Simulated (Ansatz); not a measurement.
# Ta4NiO11 (Cmmm) in Ansatz: notebook

The runs below take Ta4NiO11 through relaxation of cell and atoms, with PBE.

All numbers are computed with Ansatz 0.2.0; they aren't measurements. Logs are shortened: lines on timing, memory, paths and dates and some standing lists are left out, and cuts for length are marked.

## 1. Starting point

It takes space group Cmmm (No. 65, orthorhombic). The conventional cell has a = 3.910 Å, b = 29.659 Å, c = 3.886 Å, α = 90.00°, β = 90.00°, γ = 90.00°. Ta (site symmetry m2m) has 5 O at 1.91 to 2.02 Å as nearest neighbours. Ta (site symmetry m2m) has 5 O at 1.91 to 1.99 Å as nearest neighbours. Around Ni (site symmetry mmm) lie 4 O at 1.88 to 1.95 Å. O (site symmetry m2m) is surrounded by 2 Ta at 1.91 Å. O (site symmetry m2m) has 3 Ta at 2.02 to 2.21 Å as nearest neighbours. O (site symmetry m2m) is surrounded by 1 Ni at 1.88 Å and 2 Ta at 1.99 Å. O (site symmetry mmm) is surrounded by 2 Ni at 1.95 Å and 2 Ta at 2.24 Å. Around O (site symmetry m2m) lie 2 Ta at 1.95 Å.

The cell was built by a generator and needn't be a form met in nature.

## 2. Relaxation of cell and atoms, PBE, collinear spin, ferromagnetic start, target pressure 10 GPa, at which the enthalpy is minimised

Input file input.yaml:

```yaml
crystal:
  lattice:
    - [1.95495, -14.82973, 0.0]
    - [1.95495, 14.82973, 0.0]
    - [0.0, 0.0, 3.8859]
  atoms:
    - { symbol: Ta, position: [0.20437, 0.79563, 0.0] }
    - { symbol: Ta, position: [0.92451, 0.07549, 0.0] }
    - { symbol: Ta, position: [0.07549, 0.92451, 0.0] }
    - { symbol: Ta, position: [0.79563, 0.20437, 0.0] }
    - { symbol: Ni, position: [0.5, 0.5, 0.0], spin: 1.0 }
    - { symbol: O, position: [0.13987, 0.86013, 0.0] }
    - { symbol: O, position: [0.72107, 0.27893, 0.0] }
    - { symbol: O, position: [0.43645, 0.56355, 0.0] }
    - { symbol: O, position: [0.56355, 0.43645, 0.0] }
    - { symbol: O, position: [0.0, 0.0, 0.0] }
    - { symbol: O, position: [0.86013, 0.13987, 0.0] }
    - { symbol: O, position: [0.27893, 0.72107, 0.0] }
    - { symbol: O, position: [0.9279, 0.0721, 0.5] }
    - { symbol: O, position: [0.0721, 0.9279, 0.5] }
    - { symbol: O, position: [0.79436, 0.20564, 0.5] }
    - { symbol: O, position: [0.20564, 0.79436, 0.5] }
hamiltonian:
  xc: pbe
  pseudopotentials: { kind: paw }
magnetization:
  spin_polarized: true
kpoints:
  mp_grid: { grid: [5, 5, 5] }
scf:
  occupations: { method: fermi_dirac, width: 0.05 }
output:
  forces: true
  stress: true
  eigenvalues: true
relax:
  f_tol: 0.01
  max_steps: 40
  cell: { stress_tol: 0.05, p_target: 10.0 }
```

Potentials or basis: Ansatz PAW.

Run with:

```bash
> ansatz run input.yaml --threads 8 --pin off --max-ram 20480MiB --backend cpu --events-out ev --progress --plain --runs-dir out
```

The program printed:

```text
Warning: RAYON_NUM_THREADS=8 ignored (pool sized by the plan → 8); use --threads N
basis.fft_grid_basis auto: the FFT boxes are laid along the combinations [[1, 1, 0], [0, 1, 0], [0, 0, 1]] of the cell's own vectors, 3.910, 14.958 and 3.886 Å long. The dense box has 27×100×27 points. Along the cell's own vectors, as sized, it would have 100×100×27, 3.70 times as many. Of the 8 symmetry operations that the crystal satisfies within crystal.symmetry.tolerance (time reversal apart; of a slab, those that keep its plane) the dense box along the cell's own vectors carries 8, and the one as laid loses 4 of those. basis.fft_grid_basis: typed keeps the cell's own vectors: state it where this run's energies or levels are differenced outside the engine with another run's, or held beside a run that keeps those vectors.
Engine: ansatz 0.2.0, x86_64-unknown-linux-gnu
Pseudopotentials: kind: paw
Pseudopotential: Ta, paw, valence charge 13, recommended cutoff 420 eV (normal), Ta.paw.azcp
Pseudopotential: Ni, paw, valence charge 18, recommended cutoff 420 eV (normal), Ni.paw.azcp
Pseudopotential: O, paw, valence charge 6, recommended cutoff 420 eV (normal), O.paw.azcp
Functional definition: PBE
  parameter kappa = 0.804
  parameter beta = 0.06672455060314922
  exchange = pbe_x(kappa = kappa, mu = beta*pi^2/3)
  correlation = pbe_c(beta = beta)
Crystal: 16 atoms, lattice volume = 225.315 Å³
Basis set: ecut = 420 eV, 4447 PW (Γ), FFT grids on a1+a2, a2, a3, exchange–correlation on 54×200×54 points (8 copies of the dense FFT grid, shifted against one another)
Bands: 85, of which v1, the nominal top of the filled ones, is band 68 counted from 1 (67 counted from 0)
Symmetry: 8 space group operations
Space group: Cmmm (ITA 65), of the structure as read, at distance tolerance 6.1e-5 Å
Magnetic group: BNS 65.481 (UNI 579), of the structure as read, at distance tolerance 6.1e-5 Å
k-points: 27 of 125
Non-local potential: Ta, projectors of the file, l = 0: 3, l = 1: 2, l = 2: 2, l = 3: 1
Non-local potential: Ni, projectors of the file, l = 0: 3, l = 1: 2, l = 2: 3, l = 3: 1
Non-local potential: O, projectors of the file, l = 0: 2, l = 1: 2, l = 2: 1
PAW form: soft (Blöchl's): semilocal exchange-correlation on the pseudo side does not see the compensation charge
PAW one-centre angular grid: Ta, 590 points (default); XC on 64 Gauss nodes
PAW one-centre angular grid: Ni, 590 points (default); XC on 64 Gauss nodes
PAW one-centre angular grid: O, 110 points (default); XC on 64 Gauss nodes
Initial density: superposition of atomic densities (chi_scale 0.1, normalization cell, long waves 35 % of neutral atoms (reshape's long-wave potential 1.35 eV rms, cloud 2.36 Å wide))
Starting moments: Σ|m| = 1 μB on 1 of 16 sites
Initial wavefunctions: pseudopotential atomic-orbital guess
Functional: x = pbe(κ = 0.804, μ = 0.2195149727645171), c = pbe(β = 0.06672455060314922)
SCF iter   1: F=—  HF=-51824.531292 eV  |F-HF|=—  |Δ(HF+E_count)|=         —  Δρ=7.96e-2 (↑4.97e-2 ↓7.96e-2)  dr2=4.98e1  dr2_m=6.37e-1  M=0.411 μB ∫|m|=0.485 μB  β_m=0.30  ethr=3.10e-3  ⟨swp⟩=5.6  Hψ=16309  notcnv=0  defer=52
Mixer restart at iter 1: flushing history
preconditioner: auto → Resta (q_TF=auto, 2.508 Å⁻¹)  ε∞=5.5  [insulator: Δε(μ)=0.214 eV  Ē_g=11.377 eV  σ=0.050 eV  W_gap=0.55  n_scr=64 (ndim 8)  ℏωp=24.2 eV  f_vac=0.094  D(μ)=2.36/eV (n_scr^D=6)  ε∞_Penn≈5.5]
spin=Collinear: Resta preconditioning applied to the charge; magnetization (m = ρ↑ − ρ↓) channel mixes plain (no charge-response kernel on spin).
SCF iter   2: F=—  HF=-51824.690567 eV  |F-HF|=—  |Δ(HF+E_count)|=   1.59e-1  Δρ=2.88e-2 (↑2.67e-2 ↓2.88e-2)  dr2=4.35e0  dr2_m=5.78e-2  M=0.809 μB ∫|m|=0.845 μB  β_m=0.32  ethr=3.10e-3  ⟨swp⟩=3.0  Hψ=10113  notcnv=0  defer=512
preconditioner: auto → Kerker (q_TF=auto, 2.508 Å⁻¹)  [metal: Δε(μ)=0.011 eV  Ē_g=11.074 eV  σ=0.050 eV  W_gap=0.06  n_scr=64 (ndim 8)  ℏωp=24.2 eV  f_vac=0.102  D(μ)=3.37/eV (n_scr^D=12)]
spin=Collinear: Kerker preconditioning applied to the charge; magnetization (m = ρ↑ − ρ↓) channel mixes plain (no charge-response kernel on spin).
SCF iter   3: F=—  HF=-51823.978525 eV  |F-HF|=—  |Δ(HF+E_count)|=   7.12e-1  Δρ=2.07e-2 (↑1.76e-2 ↓2.07e-2)  dr2=2.65e0  dr2_m=3.75e-2  M=0.796 μB ∫|m|=0.825 μB  β_m=0.50  ethr=3.10e-3  ⟨swp⟩=2.2  Hψ=6439  notcnv=0  defer=494
SCF iter   4: F=—  HF=-51823.897598 eV  |F-HF|=—  |Δ(HF+E_count)|=   8.09e-2  Δρ=7.17e-3 (↑7.17e-3 ↓6.60e-3)  dr2=5.99e-1  dr2_m=6.59e-3  M=0.771 μB ∫|m|=0.811 μB  β_m=0.58  ethr=1.95e-3  ⟨swp⟩=2.0  Hψ=5789  notcnv=0  defer=511
[... 157 lines left out ...]
Per-site moments (μB) at R_I (Å): [(-7.508877405690958e-6, 0.7780928919619422), (-0.0005825488549045819, 0.777618512920468), (-0.0005825488549046791, 0.777618512920468), (-7.50887740580069e-6, 0.7780928919619422), (0.3086666882337504, 0.7662313282148671), (-6.381343523028675e-5, 0.777618512920468), (-6.699688613411352e-6, 0.8190728746756288), (-0.0002667956595034862, 0.7662313282148671), (-0.0002667956595035689, 0.7662313282148671), (0.06106934542029498, 0.7960883413941982), (-6.381343523028585e-5, 0.777618512920468), (-6.699688613459298e-6, 0.8190728746756288), (0.0022287381321602377, 0.7920897281976519), (0.0022287381321600213, 0.7920897281976519), (3.562302087720192e-5, 0.7905045286532998), (3.56230208772282e-5, 0.7905045286532998)]
Free energy (F): -51823.563857 eV
Harris-Foulkes:  -51823.563857 eV  (|F-HF|=1.46e-11)
Internal energy: -51823.548033 eV  (E = F + TS)
E sigma→0 (E₀):  -51823.555945 eV
Entropy (-TS):   -0.015825 eV (-0.989 meV/atom)
Fermi energy:    8.511552 eV
--- Per-component energies (eV) ---
  E_band       = -1530.322739
  E_kinetic    = 3669.200783
  E_local      = -15574.377211  (includes V_loc(G=0)·N_el)
  E_nonlocal   = 1229.465603
  E_hartree    = 6239.304389
  E_xc         = -1764.915357
  E_vxc        = -1953.509355  (∫ρ·V_xc dr)
  E_paw        = -36962.584698  (= ΣΔE_a)
  E_vpaw       = -1379.738855  (= ΣTr[D̂ρ^β])
  E_aug_tail   = 0.027952  (compensation charges beyond the density's cutoff)
  E_ewald      = -8659.669493
  E_smearing   = -0.015825  (= −TS)
  E_closure    = -0.000000  (closes the sum)
  Σ components = -51823.563857   (vs F -51823.563857, Δ=0.00e0)
--- Forces (eV/Å), atoms counted from 1 ---
  atom   1  Ta     0.00000000    -0.00475762     0.00000000
  atom   2  Ta     0.00000000    -0.00168810     0.00000000
  atom   3  Ta     0.00000000     0.00168810     0.00000000
  atom   4  Ta     0.00000000     0.00475762     0.00000000
  atom   5  Ni    -0.00000000     0.00000000     0.00000000
  atom   6  O      0.00000000    -0.00128313     0.00000000
[... 8 lines left out ...]
  atom  15  O      0.00000000    -0.00137711     0.00000000
  atom  16  O      0.00000000     0.00137711     0.00000000
  max |Σ_I F_I| component: 1.30e-18 eV/Å
--- Stress (GPa, compression-positive) ---
        9.998787       0.000000       0.000000
        0.000000       9.996294       0.000000
        0.000000       0.000000       9.988980
  P = ⅓ Tr σ = 9.9947 GPa (99.947 kbar)
--- Band table (eV; the first three rows and the last of 54) ---
  k-point 0 ↑: bands = ["-94.8851", "-60.3218", "-60.3120", "-60.2206", "-60.2206", "-55.7157", "-55.6693", "-54.4939", "-27.1357", "-26.9855", "-26.9612", "-26.9461", "-26.8932", "-26.8861", "-26.8836", "-26.8822", "-26.7869", "-26.7662", "-26.6794", "-26.6789", "-11.3803", "-11.0791", "-11.0423", "-10.4234", "-10.3943", "-9.9693", "-9.7873", "-9.7028", "-9.6942", "-9.6223", "-9.6164", "1.5463", "1.6529", "2.3157", "2.3749", "2.5735", "3.1652", "3.1974", "3.4422", "4.0240", "4.1887", "4.3245", "4.3577", "4.5365", "4.5903", "4.7053", "4.7327", "5.0578", "5.0854", "5.1291", "5.6443", "5.7398", "5.7663", "5.9646", "6.2146", "6.2875", "6.3475", "6.4100", "6.4520", "6.4630", "6.5343", "6.6216", "6.6701", "6.7272", "6.8172", "7.1632", "7.3638", "7.9577", "8.0146", "9.5957", "9.8648", "9.8983", "10.1057", "10.2255", "10.3661", "11.0114", "11.1530", "12.0338", "12.1646", "12.5311", "12.6785", "12.9684", "13.6096", "13.7807", "14.7305"]
[... 3 lines left out ...]
--- Relaxed structure (7 steps of the walk, 7 accepted, 2 SCFs on fresh bases) ---
  F+E_penalty+E_count = -51823.56385723 eV   max|allowed force component| = 4.758e-3 eV/Å   (the final SCF, on the basis selected at the relaxed cell)
  cell:  # Å, volume = 215.1897 Å³
    - [1.9299111306526016, -14.554382325365822, 0.0]
    - [1.9299111306526016, 14.554382325365822, 0.0]
    - [0.0, 0.0, 3.8305442900825932]
  atoms:
    - { symbol: Ta, position: [0.20448518904901336, 0.7955148109509864, 0.0] }
    - { symbol: Ta, position: [0.9250779041583421, 0.07492209584165782, 0.0] }
    - { symbol: Ta, position: [0.07492209584165782, 0.9250779041583421, 0.0] }
    - { symbol: Ta, position: [0.7955148109509864, 0.20448518904901336, 0.0] }
    - { symbol: Ni, position: [0.49999999999999994, 0.49999999999999994, 0.0] }
    - { symbol: O, position: [0.13968388877644378, 0.860316111223556, 0.0] }
    - { symbol: O, position: [0.7205316053772333, 0.27946839462276674, 0.0] }
    - { symbol: O, position: [0.43618655704114834, 0.5638134429588517, 0.0] }
    - { symbol: O, position: [0.5638134429588517, 0.43618655704114834, 0.0] }
    - { symbol: O, position: [-1.7363634804228323e-20, 1.7363634804228106e-20, 0.0] }
    - { symbol: O, position: [0.860316111223556, 0.13968388877644378, 0.0] }
    - { symbol: O, position: [0.27946839462276674, 0.7205316053772333, 0.0] }
    - { symbol: O, position: [0.9298092682991377, 0.0701907317008621, 0.49999999999999994] }
    - { symbol: O, position: [0.0701907317008621, 0.9298092682991377, 0.49999999999999994] }
    - { symbol: O, position: [0.7932819980989589, 0.20671800190104095, 0.49999999999999994] }
    - { symbol: O, position: [0.20671800190104095, 0.7932819980989589, 0.49999999999999994] }
```

It took 1.7 min on 8 threads of Intel Xeon at 2.80GHz (Skylake/Cascade Lake), shared host; peak memory 1.7 GiB.

Results:

| Quantity | Value |
| --- | --- |
| Free energy | -51823.5639 eV |
| Relaxed volume | 13.45 Å³/atom |
| Relaxed cell | a = 14.682 Å, b = 14.682 Å, c = 3.831 Å, α = 90.00°, β = 90.00°, γ = 164.89° |
| Space group after relaxing (to 0.05 Å) | Cmmm (No. 65) |
| Energy change on relaxing (the enthalpy is what falls) | +18.6 meV/atom |
| Ionic steps | 9 |
| Pressure after relaxing | 10.0 GPa |
| Largest force after relaxing | 0.005 eV/Å |
| Band gap on the k mesh | none (metal or under the smearing width) |
| Net moment | 0.40 μB per cell |
| Absolute moment | 0.45 μB per cell |
| Site moments | Ta -0.00; Ni +0.31; O -0.00, +0.06, +0.00 μB |

Forces in eV/Å, atoms in the order of the input:
```
Ta   0.000 -0.005  0.000
Ta   0.000 -0.002  0.000
Ta   0.000  0.002  0.000
Ta   0.000  0.005  0.000
Ni   0.000  0.000  0.000
O    0.000 -0.001  0.000
O    0.000  0.001  0.000
O    0.000 -0.001  0.000
O    0.000  0.001  0.000
O    0.000  0.000  0.000
O    0.000  0.001  0.000
O    0.000 -0.001  0.000
O    0.000 -0.001  0.000
O    0.000  0.001  0.000
O    0.000 -0.001  0.000
O    0.000  0.001  0.000
```

Step by step:
```tsv
step	energy change (eV)	largest force (eV/Å)	volume (Å³)
1	0.0000	0.1066	225.32
2	0.3864	0.2147	213.58
3	0.2424	0.0928	215.66
4	0.2468	0.0301	215.56
5	0.2540	0.0157	215.42
6	0.2542	0.0084	215.42
7	0.2836	0.0082	215.42
8	0.2969	0.0048	215.19
9	0.2978	0.0048	215.19
```

Final structure:
```xyz
16
Lattice="1.9299 -14.5544 0.0000 1.9299 14.5544 0.0000 0.0000 0.0000 3.8305" Properties=species:S:1:pos:R:3 pbc="T T T"
Ta    1.9299    8.6021    0.0000
Ta    1.9299  -12.3735    0.0000
Ta    1.9299   12.3735    0.0000
Ta    1.9299   -8.6021    0.0000
Ni    1.9299    0.0000    0.0000
O     1.9299   10.4884    0.0000
O     1.9299   -6.4194    0.0000
O     1.9299    1.8575    0.0000
O     1.9299   -1.8575    0.0000
O     0.0000    0.0000    0.0000
O     1.9299  -10.4884    0.0000
O     1.9299    6.4194    0.0000
O     1.9299  -12.5112    1.9153
O     1.9299   12.5112    1.9153
O     1.9299   -8.5371    1.9153
O     1.9299    8.5371    1.9153
```

Levels at points of the mesh, in eV from the Fermi level:
Spin up:
```
           k point  band 65  band 66  band 67  band 68  band 69  band 70  band 71  band 72
(0.00, 0.00, 0.00)    -1.69    -1.35    -1.15    -0.55    -0.50     1.08     1.35     1.39
```
Spin down:
| k point | band 64 | band 65 | band 66 | band 67 | band 68 | band 69 | band 70 | band 71 | band 72 | band 73 |
| --- | --- | --- | --- | --- | --- | --- | --- | --- | --- | --- |
| (0.00, 0.00, 0.00) | -1.78 | -1.21 | -1.05 | -1.03 | -0.41 | -0.10 | 1.08 | 1.35 | 1.40 | 1.59 |

Caveat: the plane-wave basis is chosen anew once the cell has moved, so the energies of steps on either side of that aren't comparable; the pressure holds a Pulay correction of +0.6 GPa for the finite cutoff; a cell with one magnetic atom can't hold antiferromagnetic order, which such compounds often take; semilocal functionals often make such compounds metallic where correlation or magnetic order opens a gap, which also shifts bond lengths. With open d or f shells a metallic result of PBE can be an artefact of self-interaction; +U or a hybrid may open a gap.

## 3. Relaxation of cell and atoms, PBE, collinear spin, ferromagnetic start, target pressure 20 GPa, at which the enthalpy is minimised

input.yaml: that of step 2 with these lines changed.

```diff
@@ -38,2 +38,2 @@
   max_steps: 40
-  cell: { stress_tol: 0.05, p_target: 10.0 }
+  cell: { stress_tol: 0.05, p_target: 20.0 }
```

Potentials or basis: Ansatz PAW.

Run with:

```bash
> ansatz run input.yaml --threads 8 --pin off --max-ram 20480MiB --backend cpu --events-out ev --progress --plain --runs-dir out
```

Wall time 1.9 min (8 threads of Intel Xeon at 2.80GHz (Skylake/Cascade Lake), shared host); peak memory 1.7 GiB.

The run converged. Its results:

```
Free energy                                            : -51822.7952 eV
Relaxed volume                                         : 12.93 Å³/atom
Relaxed cell                                           : a = 14.457 Å, b = 14.457 Å, c = 3.779 Å, α = 90.00°, β = 90.00°, γ = 164.81°
Space group after relaxing (to 0.05 Å)                 : Cmmm (No. 65)
Energy change on relaxing (the enthalpy is what falls) : +66.6 meV/atom
Ionic steps                                            : 10
Pressure after relaxing                                : 20.0 GPa
Band gap on the k mesh                                 : none (metal or under the smearing width)
Net moment                                             : 0.40 μB per cell
Absolute moment                                        : 0.44 μB per cell
Site moments                                           : Ta -0.00; Ni +0.30; O -0.00, +0.00, +0.06 μB
```

The path:
| step | energy change (eV) | largest force (eV/Å) | volume (Å³) |
| --- | --- | --- | --- |
| 1 | 0.0000 | 0.1066 | 225.32 |
| 2 | 1.7363 | 0.3546 | 202.38 |
| 3 | 0.8743 | 0.1409 | 208.24 |
| 4 | 0.9367 | 0.0864 | 207.66 |
| 5 | 0.9824 | 0.0512 | 207.23 |
| 6 | 0.9821 | 0.0445 | 207.23 |
| 7 | 0.9819 | 0.0007 | 207.23 |
| 8 | 1.0261 | 0.0010 | 207.23 |
| 9 | 1.0652 | 0.0012 | 206.91 |
| 10 | 1.0664 | 0.0012 | 206.91 |

Final structure:
```
Ta Ni O
1.0
     1.91033  -14.33005    0.00000
     1.91033   14.33005    0.00000
     0.00000    0.00000    3.77911
Ta Ni O
4 1 11
Direct
  0.20469 0.79531 0.00000
  0.92539 0.07461 0.00000
  0.07461 0.92539 0.00000
  0.79531 0.20469 0.00000
  0.50000 0.50000 0.00000
  0.13966 0.86034 0.00000
  0.71981 0.28019 0.00000
  0.43558 0.56442 0.00000
  0.56442 0.43558 0.00000
  0.00000 0.00000 0.00000
  0.86034 0.13966 0.00000
  0.28019 0.71981 0.00000
  0.93186 0.06814 0.50000
  0.06814 0.93186 0.50000
  0.79145 0.20855 0.50000
  0.20855 0.79145 0.50000
```

Levels at points of the mesh, in eV from the Fermi level:
Spin up:
```tsv
k point	band 64	band 65	band 66	band 67	band 68	band 69	band 70	band 71	band 72	band 73
(0.00, 0.00, 0.00)	-1.75	-1.63	-1.36	-1.19	-0.59	-0.49	1.19	1.45	1.49	1.76
```
Spin down:
```tsv
k point	band 65	band 66	band 67	band 68	band 69	band 70	band 71	band 72
(0.00, 0.00, 0.00)	-1.24	-1.11	-1.08	-0.45	-0.09	1.19	1.44	1.50
```

Caveat: the plane-wave basis is chosen anew once the cell has moved, so the energies of steps on either side of that aren't comparable; the pressure holds a Pulay correction of +0.6 GPa for the finite cutoff; a cell with one magnetic atom can't hold antiferromagnetic order, which such compounds often take; semilocal functionals often make such compounds metallic where correlation or magnetic order opens a gap, which also shifts bond lengths. The run has no spin-orbit coupling, so splittings on Ta are missing.
